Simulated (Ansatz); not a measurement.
# TiW: the cost of one run

Program: Ansatz 0.2.0. Level of theory: DFT, PBEsol, all-electron LAPW, scalar-relativistic. These are calculated values, not measurements.

**1. The structure to begin with**

Symmetry: Cmmm, No. 65, orthorhombic system. The conventional cell has a = 3.187 Å, b = 4.509 Å, c = 4.468 Å, α = 90.00°, β = 90.00°, γ = 90.00°. Around Ti (site symmetry mmm) lie 4 W at 2.74 Å and 4 Ti at 2.76 Å. Around W (site symmetry mmm) lie 4 Ti at 2.74 Å and 4 W at 2.76 Å.

Structure file:

```xyz
2
Lattice="1.5937 -2.2546 0.0000 1.5937 2.2546 0.0000 0.0000 0.0000 4.4681" Properties=species:S:1:pos:R:3 pbc="T T T"
Ti    0.0000    0.0000    0.0000
W     1.5937    0.0000    2.2341
```

Atoms are numbered in the order of the input: Ti1, W2.

**2. Free moments, LAPW**

File input.yaml:

```yaml
crystal:
  lattice:
    - [1.59372522, -2.2546343387, 0.0]
    - [1.59372522, 2.2546343387, 0.0]
    - [0.0, 0.0, 4.4681168022]
  atoms:
    - { symbol: Ti, position: [0.0, 0.0, 0.0], spin: 1.0 }
    - { symbol: W, position: [0.5, 0.5, 0.5], spin: 1.0 }
magnetization:
  spin_polarized: true
kpoints:
  mp_grid: { grid: [15, 15, 9] }
scf:
  occupations: { method: fermi_dirac, width: 0.08 }
  lower_state_search: "off"
hamiltonian:
  xc: pbesol
  pseudopotentials: { kind: all_electron, lapw: { basis_error: 0.001 } }
output:
  forces: true
  stress: true
  eigenvalues: false
  populations: true
  dos: { projected: true, de: 0.1, e_range: [-8, 5] }
```

On the command line:

```bash
$ ansatz run input.yaml --threads 1 --pin off --max-ram 3072MiB --backend cpu --events-out ev --progress --plain --runs-dir out
```

What time and memory should one allow on 1 thread of Arm Neoverse V1, shared host?

About 6.3 min, with a peak of 1.7 GiB.
